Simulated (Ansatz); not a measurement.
# CH6AlBO: basis-set convergence

The task here is to estimate one member of a computed series from the others.

Computed with Ansatz 0.2.0, Gaussian basis. Level: one geometry, several basis sets.

Plan: PBE0-D4/def2-SVP; ωB97M-V/def2-SVP; PBE0-D4/def2-QZVPP; ωB97M-V/def2-QZVPP; the functionals' def2-TZVPP values are taken from earlier runs.

## Structure used throughout

All runs share one geometry, relaxed beforehand with PBE0-D4 in a triple-zeta def2 set.

SMILES `[CH3][AlH][BH]O`, 10 atoms, charge 0, spin multiplicity 1.

Atoms are counted from 1 here; the program's logs count them from 0.

Bond lengths: C1–Al2 1.964 Å, C1–H5 1.096 Å, C1–H6 1.094 Å, C1–H7 1.096 Å, Al2–B3 2.172 Å, Al2–H8 1.596 Å, B3–O4 1.357 Å, B3–H9 1.205 Å, O4–H10 0.961 Å. Angles: Al2–C1–H5 110.3°, Al2–C1–H6 115.1°, Al2–C1–H7 110.4°, H5–C1–H6 107.3°, H5–C1–H7 105.9°, H6–C1–H7 107.4°, C1–Al2–B3 120.3°, C1–Al2–H8 116.8°, B3–Al2–H8 122.9°, Al2–B3–O4 121.7°, Al2–B3–H9 125.2°, O4–B3–H9 113.1°, B3–O4–H10 114.0°.

Set-up of the first run:

in.yaml

```yaml
crystal:
  periodic: [false, false, false]
  atoms:
    - {symbol: C, position_ang: [-1.564573, 0.529875, -0.299619]}
    - {symbol: Al, position_ang: [0.258972, 0.165088, -0.932063]}
    - {symbol: B, position_ang: [1.755630, -0.618653, 0.433626]}
    - {symbol: O, position_ang: [1.467553, -0.881620, 1.733705]}
    - {symbol: H, position_ang: [-2.289370, -0.067293, -0.865133]}
    - {symbol: H, position_ang: [-1.735415, 0.330261, 0.761969]}
    - {symbol: H, position_ang: [-1.830290, 1.577287, -0.482823]}
    - {symbol: H, position_ang: [0.563005, 0.468303, -2.469397]}
    - {symbol: H, position_ang: [2.898969, -0.864256, 0.143651]}
    - {symbol: H, position_ang: [0.558519, -0.690291, 1.978885]}
basis:
  gaussian: {orbitals: def2-SVP}
hamiltonian: {xc: pbe0, dispersion: d4}
output: {orbitals: {seedname: orbitals}}
```

Launch:

```sh
$ ansatz run in.yaml --threads 2 --pin off --events-out ev --progress --plain --max-ram 4352MiB
```

Steps of the session up to this table: PBE0-D4 in def2-SVP; ωB97M-V in def2-SVP; PBE0-D4 in def2-QZVPP; ωB97M-V in def2-QZVPP.

One table of the session follows, with a row left open; its other results are not shown here.

It belongs to the step «Functionals by basis». 

| functional | basis | HOMO (eV) | LUMO (eV) |
| --- | --- | --- | --- |
| PBE0-D4 | def2-SVP | ? | ? |
| PBE0-D4 | def2-TZVPP | -6.79 | -2.08 |
| PBE0-D4 | def2-QZVPP | -6.81 | -2.10 |
| ωB97M-V | def2-SVP | -8.82 | -0.18 |
| ωB97M-V | def2-TZVPP | -8.92 | -0.32 |
| ωB97M-V | def2-QZVPP | -8.94 | -0.42 |

Q: Estimate the row for PBE0-D4, def2-SVP from the others.

The run gave: HOMO (eV): -6.72; LUMO (eV): -2.00. In the column «HOMO (eV)» it is the highest.
